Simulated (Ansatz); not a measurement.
# CH7NSSi: one species, many methods

The task here is to estimate one member of a computed series from the others.

Computed with Ansatz 0.2.0, Gaussian basis. Level: functionals in def2-TZVPP, the program's frozen cores in correlated methods.

The runs, in order: PBE-D4, r2SCAN-D4, PBE0-D4, B3LYP-D4, ωB97X-V, ωB97M-V, B2PLYP; CCSD(T)/def2-TZVPP; MP2/def2-QZVPP; extrapolation to the limit.

## Structure used throughout

The geometry comes from an earlier relaxation with PBE0-D4 in a triple-zeta def2 set; it is a stationary point, not always the lowest conformer.

11 atoms, charge 0, spin multiplicity 1.

Atoms are counted from 1 here; the program's logs count them from 0.

Bond lengths: N1–C2 1.449 Å, N1–H5 1.013 Å, N1–H6 1.014 Å, C2–Si3 1.891 Å, C2–S4 1.813 Å, C2–H7 1.102 Å, Si3–H8 1.484 Å, Si3–H9 1.485 Å, Si3–H10 1.492 Å, S4–H11 1.345 Å. Angles: C2–N1–H5 111.0°, C2–N1–H6 111.0°, H5–N1–H6 108.5°, N1–C2–Si3 110.9°, N1–C2–S4 111.1°, N1–C2–H7 115.0°, Si3–C2–S4 108.7°, Si3–C2–H7 108.9°, S4–C2–H7 101.9°, C2–Si3–H8 109.5°, C2–Si3–H9 109.0°, C2–Si3–H10 109.8°, H8–Si3–H9 110.5°, H8–Si3–H10 109.0°, H9–Si3–H10 109.0°, C2–S4–H11 96.6°.

Set-up of the first run:

The input, in.yaml:

```yaml
crystal:
  periodic: [false, false, false]
  atoms:
    - {symbol: N, position_ang: [-0.775214, 1.161182, 0.600055]}
    - {symbol: C, position_ang: [-0.208003, 0.354336, -0.461959]}
    - {symbol: Si, position_ang: [1.166836, -0.762715, 0.201094]}
    - {symbol: S, position_ang: [-1.473693, -0.682969, -1.241245]}
    - {symbol: H, position_ang: [-0.080557, 1.786022, 0.992639]}
    - {symbol: H, position_ang: [-1.551677, 1.716360, 0.258537]}
    - {symbol: H, position_ang: [0.179498, 0.923612, -1.322549]}
    - {symbol: H, position_ang: [1.871605, -1.408677, -0.934150]}
    - {symbol: H, position_ang: [0.568376, -1.788713, 1.091847]}
    - {symbol: H, position_ang: [2.145121, 0.047886, 0.983364]}
    - {symbol: H, position_ang: [-1.776891, -1.403323, -0.147134]}
basis:
  gaussian: {orbitals: def2-TZVPP}
hamiltonian: {xc: pbe, dispersion: d4}
output: {forces: true, orbitals: {seedname: orbitals}}
```

Started as:

```console
> ansatz run in.yaml --threads 4 --pin off --events-out ev --progress --plain --max-ram 10444MiB
```

Steps of the session up to this table: PBE-D4 (GGA); r2SCAN-D4 (meta-GGA); PBE0-D4 (hybrid); B3LYP-D4 (hybrid); ωB97X-V (range-separated); ωB97M-V (range-separated); B2PLYP (double hybrid); CCSD(T) in def2-TZVPP; MP2 in def2-QZVPP.

One of the session's tables, all rows but one given; the rest of the session is left out.

It belongs to the step «Atomisation energies». 

| method | atomisation energy (kJ/mol) |
| --- | --- |
| PBE-D4 | 3597.4 |
| r2SCAN-D4 | 3543.7 |
| PBE0-D4 | 3544.7 |
| B3LYP-D4 | 3557.7 |
| ωB97X-V | 3579.3 |
| ωB97M-V | 3573.6 |
| B2PLYP | 3502.5 |
| HF/def2-TZVPP | 2503.7 |
| MP2/def2-TZVPP | ? |
| CCSD/def2-TZVPP | 3398.4 |
| CCSD(T)/def2-TZVPP | 3449.3 |
| MP2/CBS | 3570.8 |
| CCSD(T)/CBS | 3556.3 |

Estimate the missing values for MP2/def2-TZVPP.

**Answer.** atomisation energy (kJ/mol): 3463.7. In the column «atomisation energy (kJ/mol)» it lies between CCSD(T)/def2-TZVPP (3449.3) and B2PLYP (3502.5).
